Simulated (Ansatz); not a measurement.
Ta4NiO11:

```xyz
16
Lattice="1.9549 -14.8297 0.0000 1.9549 14.8297 0.0000 0.0000 0.0000 3.8859" Properties=species:S:1:pos:R:3 pbc="T T T"
Ta    1.9549    8.7682    0.0000
Ta    1.9549  -12.5907    0.0000
Ta    1.9549   12.5907    0.0000
Ta    1.9549   -8.7682    0.0000
Ni    1.9549    0.0000    0.0000
O     1.9549   10.6813    0.0000
O     1.9549   -6.5568    0.0000
O     1.9549    1.8849    0.0000
O     1.9549   -1.8849    0.0000
O     0.0000    0.0000    0.0000
O     1.9549  -10.6813    0.0000
O     1.9549    6.5568    0.0000
O     1.9549  -12.6913    1.9429
O     1.9549   12.6913    1.9429
O     1.9549   -8.7306    1.9429
O     1.9549    8.7306    1.9429
```

The cell was built by a generator and needn't be a form met in nature.

```yaml
Program: Ansatz 0.2.0
Task: relaxation of cell and atoms
Functional: RPBE
Potentials_or_basis: Ansatz PAW
Cutoff: "420 eV (not typed: the program's choice for these potentials)"
k_mesh: 5 × 5 × 5
Occupations: fermi-dirac, width 0.05 eV
Spin: collinear spin, ferromagnetic start
Starting_moments: "[0.0, 0.0, 0.0, 0.0, 1.0, 0.0, 0.0, 0.0, 0.0, 0.0, 0.0, 0.0, 0.0, 0.0, 0.0, 0.0] μB"
```

At the start: volume 14.08 Å³/atom.

Question: Where does the relaxation end?

Answer: It ends after 8 steps and the volume is 14.32 Å³/atom (+1.7 %); space group Cmmm (No. 65, to 0.05 Å); moment 0.40 μB per cell.

The path:
```
step  energy change (eV)  largest force (eV/Å)  volume (Å³)
   1              0.0000                0.0516       225.32
   2             -0.0250                0.0702       229.32
   3             -0.0270                0.0340       229.01
   4             -0.0271                0.0093       229.01
   5             -0.0406                0.0091       229.01
   6             -0.0402                0.0133       229.14
   7             -0.0402                0.0068       229.14
   8             -0.0407                0.0069       229.14
```

Final structure:
```
Ta Ni O
1.0
     1.96724  -14.91535    0.00000
     1.96724   14.91535    0.00000
     0.00000    0.00000    3.90465
Ta Ni O
4 1 11
Direct
  0.20424 0.79576 0.00000
  0.92448 0.07552 0.00000
  0.07552 0.92448 0.00000
  0.79576 0.20424 0.00000
  0.50000 0.50000 0.00000
  0.13983 0.86017 0.00000
  0.72099 0.27901 0.00000
  0.43649 0.56351 0.00000
  0.56351 0.43649 0.00000
  0.00000 0.00000 0.00000
  0.86017 0.13983 0.00000
  0.27901 0.72099 0.00000
  0.92768 0.07232 0.50000
  0.07232 0.92768 0.50000
  0.79462 0.20538 0.50000
  0.20538 0.79462 0.50000
```

Caveat: the plane-wave basis is chosen anew once the cell has moved, so the energies of steps on either side of that aren't comparable; the pressure holds a Pulay correction of +0.5 GPa for the finite cutoff; a cell with one magnetic atom can't hold antiferromagnetic order, which such compounds often take; the PAW data sets come from PBE, with cores solved anew for the run's functional, which leaves a small shift of forces and pressure.
